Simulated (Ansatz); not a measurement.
**CH₆BNS: up Jacob's ladder to CCSD(T)**

How much do the methods differ for CH₆BNS? The plan is to run it at one geometry with functionals of several rungs and with coupled cluster. The yardstick is the atomisation energy at the CCSD(T) limit.

Method: functionals in def2-TZVPP, the program's frozen cores in correlated methods; program: Ansatz 0.2.0, Gaussian basis.

Plan: LDA (SPW92), PBE-D4, revPBE-D4, BLYP-D4, r2SCAN-D4, B97M-V, PBE0-D4, B3LYP-D4, r2SCANh-D4, r2SCAN0-D4, HSE06-D4, BHLYP-D4, CAM-B3LYP-D4, LC-ωPBE, ωB97X-V, ωB97M-V, B2PLYP, PBE-QIDH; CCSD(T)/def2-SVP; CCSD(T)/def2-TZVPP; MP2/def2-QZVPP; extrapolation to the limit; RPA on PBE.

**1. The relaxed structure**

The geometry comes from an earlier relaxation with PBE0-D4 in a triple-zeta def2 set; it is a stationary point, not always the lowest conformer.

SMILES `CNBS`, 10 atoms, charge 0, spin multiplicity 1.

Atoms are counted from 1 here; the program's logs count them from 0.

Bond lengths: C1–N2 1.444 Å, C1–H5 1.095 Å, C1–H6 1.095 Å, C1–H7 1.090 Å, N2–B3 1.389 Å, N2–H8 1.009 Å, B3–S4 1.820 Å, B3–H9 1.195 Å, S4–H10 1.339 Å. Angles: N2–C1–H5 111.6°, N2–C1–H6 111.6°, N2–C1–H7 109.1°, H5–C1–H6 108.1°, H5–C1–H7 108.1°, H6–C1–H7 108.1°, C1–N2–B3 125.8°, C1–N2–H8 114.1°, B3–N2–H8 120.1°, N2–B3–S4 119.9°, N2–B3–H9 119.9°, S4–B3–H9 120.2°, B3–S4–H10 96.2°.

**2. LDA**

This LDA is Slater exchange with PW92 correlation.

File in.yaml:

```yaml
crystal:
  periodic: [false, false, false]
  atoms:
    - {symbol: C, position_ang: [-1.419795, 0.603243, -0.178227]}
    - {symbol: N, position_ang: [-0.345961, -0.358312, -0.260453]}
    - {symbol: B, position_ang: [0.946050, -0.176293, 0.215673]}
    - {symbol: S, position_ang: [2.178222, -1.501657, 0.025410]}
    - {symbol: H, position_ang: [-1.782489, 0.888862, -1.170669]}
    - {symbol: H, position_ang: [-2.266936, 0.213798, 0.395113]}
    - {symbol: H, position_ang: [-1.056467, 1.501080, 0.321265]}
    - {symbol: H, position_ang: [-0.601167, -1.223679, -0.711127]}
    - {symbol: H, position_ang: [1.244805, 0.850191, 0.748873]}
    - {symbol: H, position_ang: [3.186738, -0.848432, 0.617042]}
basis:
  gaussian: {orbitals: def2-TZVPP}
hamiltonian: {xc: lda}
output: {orbitals: {seedname: orbitals}}
```

Started as:

```sh
ansatz run in.yaml --threads 2 --pin off --events-out ev --progress --plain --max-ram 4352MiB
```

After this run come: PBE-D4 (GGA); revPBE-D4 (GGA); BLYP-D4 (GGA); r2SCAN-D4 (meta-GGA); B97M-V (meta-GGA); PBE0-D4 (hybrid); B3LYP-D4 (hybrid); r2SCANh-D4 (hybrid); r2SCAN0-D4 (hybrid); HSE06-D4 (hybrid); BHLYP-D4 (hybrid); CAM-B3LYP-D4 (range-separated); LC-ωPBE (range-separated); ωB97X-V (range-separated); ωB97M-V (range-separated); B2PLYP (double hybrid); PBE-QIDH (double hybrid); CCSD(T) in def2-SVP; CCSD(T) in def2-TZVPP; MP2 in def2-QZVPP; RPA on PBE orbitals.

Q: Predict the results of all the runs planned. Wanted: atomisation energy, CCSD(T)/CBS; farthest beyond LDA; mean size of error, GGA; mean size of error, meta-GGA; mean size of error, hybrid; mean size of error, range-separated; mean size of error, double hybrid; gap, smallest and largest; T1 diagnostic.

The runs gave:

| quantity | value |
| --- | --- |
| atomisation energy, CCSD(T)/CBS | 3648.9 kJ/mol |
| functionals within 18.2 kJ/mol (0.5 %) | revPBE-D4, BLYP-D4, r2SCANh-D4, LC-ωPBE, PBE-QIDH |
| farthest beyond LDA | PBE-D4 (+88.9 kJ/mol) |
| mean size of error, GGA | 36.7 kJ/mol |
| mean size of error, meta-GGA | 26.3 kJ/mol |
| mean size of error, hybrid | 31.3 kJ/mol |
| mean size of error, range-separated | 25.4 kJ/mol |
| mean size of error, double hybrid | 13.9 kJ/mol |
| gap, smallest and largest | 5.15 eV (LDA (SPW92)), 12.26 eV (LC-ωPBE) |
| T1 diagnostic | 0.0122 |
| triples share of the correlation energy | 4.0 % |

**Reading.** The LDA atomisation energy is off by 529.6 kJ/mol (15 %): it overbinds. PBE-D4 misses by +88.9 kJ/mol. Double hybrids carry the basis error of their MP2 part in triple zeta, and no dispersion term here, so their miss is partly the set-up's. Taken by rung, double hybrid functionals do best (13.9 kJ/mol on average) and GGA ones worst beyond LDA (36.7 kJ/mol). Misses under about 18.2 kJ/mol are within the doubt on the reference itself, which lacks core-valence correlation, relativity and higher excitations. Hartree-Fock recovers 74 % of the binding; the rest is correlation. CCSD(T) in def2-SVP is off by -181.9 kJ/mol, more than most functionals: a good method in a small basis is no reference. Orbital gaps span 5.2 to 12.3 eV; exact exchange widens them.
